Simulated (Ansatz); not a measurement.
# CH4FSn+ (SMILES F[CH+][SnH3]): functionals against CCSD(T) at one geometry

An exercise on one series of results from a longer session: the logs are not shown, and one member is left open.

Method: single points in def2-TZVPP; program: Ansatz 0.2.0, Gaussian basis.

Cores are frozen in the correlated methods. Filled d shells of the heavier atoms are correlated. Core potentials replace the inner electrons past krypton, and spin-orbit coupling is left out.

## The system as given

SMILES `F[CH+][SnH3]`, 7 atoms, charge 1, spin multiplicity 1.

Atoms are counted from 1 here; the program's logs count them from 0.

Bond lengths: F1–C2 1.254 Å, C2–Sn3 2.274 Å, C2–H4 1.078 Å, Sn3–H5 1.686 Å, Sn3–H6 1.684 Å, Sn3–H7 1.658 Å. Angles: F1–C2–Sn3 121.8°, F1–C2–H4 110.8°, Sn3–C2–H4 127.4°, C2–Sn3–H5 99.7°, C2–Sn3–H6 97.3°, C2–Sn3–H7 97.1°, H5–Sn3–H6 119.1°, H5–Sn3–H7 119.8°, H6–Sn3–H7 115.4°.

As a file:

```
F    -0.0852   -1.8107    1.1327
C    -0.4055   -1.1342    0.1269
Sn    0.3326    0.9958   -0.1694
H    -1.0327   -1.7077   -0.5367
H    -0.4425    1.3650   -1.6209
H    -0.2734    1.6332    1.2661
H     1.9553    0.6532   -0.1665
```

The first run:

run/in.yaml reads:

```yaml
crystal:
  periodic: [false, false, false]
  atoms:
    - {symbol: F, position_ang: [-0.085200, -1.810700, 1.132700]}
    - {symbol: C, position_ang: [-0.405500, -1.134200, 0.126900]}
    - {symbol: Sn, position_ang: [0.332600, 0.995800, -0.169400]}
    - {symbol: H, position_ang: [-1.032700, -1.707700, -0.536700]}
    - {symbol: H, position_ang: [-0.442500, 1.365000, -1.620900]}
    - {symbol: H, position_ang: [-0.273400, 1.633200, 1.266100]}
    - {symbol: H, position_ang: [1.955300, 0.653200, -0.166500]}
basis:
  gaussian: {orbitals: def2-TZVPP}
total_charge: 1
correlation: {method: ccsd_t}
output: {forces: true}
```

The command line of these runs was not kept.

Among the steps run: CCSD(T)/def2-TZVPP; PBE0-D4/def2-TZVPP; wB97M-V/def2-TZVPP; r2SCAN-D4/def2-TZVPP; PBE-D4/def2-TZVPP; r2SCAN0-D4/def2-TZVPP; HSE06-D4/def2-TZVPP.

One of the session's tables, all rows but one given; the rest of the session is left out.

```
    method  RMS force component (eV/Å)  angle to CCSD(T) forces (°)
   CCSD(T)                       0.267                    reference
   PBE0-D4                       0.292                         34.8
   wB97M-V                       0.242                         15.6
 r2SCAN-D4                           ?                            ?
    PBE-D4                       0.469                         23.1
r2SCAN0-D4                       0.265                         49.4
  HSE06-D4                       0.294                         34.6
```

Q: Estimate the row for r2SCAN-D4 from the others.

As computed: RMS force component (eV/Å): 0.327; angle to CCSD(T) forces (°): 15.3. In the column «RMS force component (eV/Å)» it lies between HSE06-D4 (0.294) and PBE-D4 (0.469).
